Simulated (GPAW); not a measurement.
InSb3:

```xyz
4
Lattice="4.8064 0.0000 0.0000 0.0000 4.8064 0.0000 0.0000 0.0000 4.8064" Properties=species:S:1:pos:R:3 pbc="T T T"
Sb    2.4032    2.4032    0.0000
Sb    0.0000    2.4032    2.4032
Sb    2.4032    0.0000    2.4032
In    0.0000    0.0000    0.0000
```

The cell comes from a database or a generator and needn't be the stable form of this composition.

- Program: GPAW 26.7.0
- Task: relaxation of cell and atoms
- Functional: PBEsol
- Dispersion: D3(BJ)
- Potentials or basis: PAW data sets generated in the run's folder for this functional
- Cutoff: 600 eV
- Basis: pw
- k mesh: 5 × 5 × 5
- Occupations: fermi-dirac, width 0.05 eV
- Spin: no spin polarisation

At the start: pressure -5.5 GPa; volume 27.76 Å³/atom.

Question: Where does the relaxation end?

Answer: Over 4 steps the energy falls by 50.0 meV/atom and the volume is 25.14 Å³/atom (-9.4 %); space group Pm-3m (No. 221, to 0.05 Å).

The path:
```csv
step,energy change (eV),largest force (eV/Å),pressure (GPa),volume (Å³)
1,0.0000,0.0000,-5.51,111.03
2,-0.0374,0.0000,-5.07,109.90
3,-0.1948,0.0000,1.04,98.94
4,-0.2000,0.0000,-0.12,100.57
```

Final structure:
```
Sb In
1.0
     4.65046    0.00000    0.00000
     0.00000    4.65046    0.00000
     0.00000    0.00000    4.65046
Sb In
3 1
Direct
  0.50000 0.50000 0.00000
  0.00000 0.50000 0.50000
  0.50000 0.00000 0.50000
  0.00000 0.00000 0.00000
```

Caveat: later steps reuse the first step's grids; pairwise dispersion overbinds metals, which lowers pressure and volume.
